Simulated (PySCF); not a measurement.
# Pr2N2: forces at shaken geometries

Aim: move all atoms of relaxed Pr2N2 at random and read energies and forces. It is a constructed species; whether it can be made isn't addressed.

Method: TPSS, Pr lcecp-1-SVP with ECP48, N def2-SVP; scalar-relativistic core potentials, no spin–orbit coupling; program: PySCF 2.14.0.

3 further runs of the same task are left out: 2 for a known fault of the program, 1 that didn't finish.

## 1. The system as given

4 atoms, charge 0, spin multiplicity 1.

Bond lengths: Pr1–Pr2 3.190 Å, Pr1–N3 2.135 Å, Pr1–N4 2.135 Å, Pr2–N3 2.135 Å, Pr2–N4 2.135 Å. Angles: Pr2–Pr1–N3 41.7°, Pr2–Pr1–N4 41.7°, N3–Pr1–N4 83.3°, Pr1–Pr2–N3 41.7°, Pr1–Pr2–N4 41.7°, N3–Pr2–N4 83.3°, Pr1–N3–Pr2 96.7°, Pr1–N4–Pr2 96.7°.

Geometry (Å):

```
atom     x (Å)    y (Å)     z (Å)
 Pr1   0.00000  0.00000   1.59476
 Pr2   0.00000  0.00000  -1.59476
  N3   1.41894  0.00000   0.00000
  N4  -1.41894  0.00000   0.00000
```

Formal oxidation states: Pr +3. Each metal's 2 4f electrons lie in its core potential, so multiplicities, spins and levels count the valence alone. An earlier session relaxed this geometry at TPSS, Pr lcecp-1-SVP with ECP48, N def2-SVP (singlet, point group D2h).

Its energy there is -175.220289 Eh.

## 2. Atoms moved at random, σ = 0.1 Å

Contents of run.py (the lines that set the calculation):

```python
mol = gto.M(atom='''
Pr     0.07267     0.00734     1.68408
Pr    -0.10221    -0.11805    -1.65234
N      1.41845     0.07451    -0.19175
N     -1.38892     0.03620     0.16001''',
    basis={'Pr': 'lcecp-1-SVP', 'N': 'def2-SVP'},
    ecp={'Pr': 'lcecp-1-SVP'},
    charge=0, spin=0)
mf = dft.RKS(mol, xc='TPSS')
mf.grids.atom_grid = (50, 194)  # f atoms: unpruned, at least (60, 302)
mf = mf.density_fit()  # fitting sets: Pr AutoAux, N def2-universal-JKFIT
mf.conv_tol = 1e-08; mf.max_cycle = 55
mf.kernel(dm0)  # dm0: the density of the relaxed state
```

Launch:

```sh
$ OMP_NUM_THREADS=2 python run.py
```

## 3. Atoms moved at random, σ = 0.03 Å

run.py (the lines that set the calculation): that of step 2 with these lines changed.

```diff
@@ -1,6 +1,6 @@
 mol = gto.M(atom='''
-Pr     0.07267     0.00734     1.68408
-Pr    -0.10221    -0.11805    -1.65234
-N      1.41845     0.07451    -0.19175
-N     -1.38892     0.03620     0.16001''',
+Pr    -0.00743    -0.03028     1.62159
+Pr    -0.01917     0.04689    -1.60240
+N      1.44616    -0.00823    -0.02678
+N     -1.41956    -0.00838     0.00759''',
     basis={'Pr': 'lcecp-1-SVP', 'N': 'def2-SVP'},
```

## 4. Atoms moved at random, σ = 0.06 Å

run.py (the lines that set the calculation): that of step 3 with these lines changed.

```diff
@@ -1,6 +1,6 @@
 mol = gto.M(atom='''
-Pr    -0.00743    -0.03028     1.62159
-Pr    -0.01917     0.04689    -1.60240
-N      1.44616    -0.00823    -0.02678
-N     -1.41956    -0.00838     0.00759''',
+Pr    -0.02937     0.02656     1.69556
+Pr     0.06762     0.09219    -1.57781
+N      1.35939    -0.09551    -0.06996
+N     -1.39763    -0.02324    -0.04780''',
     basis={'Pr': 'lcecp-1-SVP', 'N': 'def2-SVP'},
```

**Question.** What will these runs give? Wanted: for each run, σ; energy rise; harmonic estimate −½ F·u; largest force component.

As calculated:

| σ (Å) | energy rise (eV) | harmonic estimate −½ F·u (eV) | largest force component (eV/Å) |
| --- | --- | --- | --- |
| 0.1 | 0.283 | 0.269 | 2.52 |
| 0.03 | 0.036 | 0.035 | 1.06 |
| 0.06 | 0.419 | 0.411 | 3.05 |

Every displacement raises the energy. For a harmonic well the rise equals −½ F·u; the two differ by at most 5 % here (a move with σ = 0.1 Å), from anharmonicity, the grid and the small forces left at the relaxed point. The bases are small and lack diffuse functions. Spin–orbit coupling is left out.
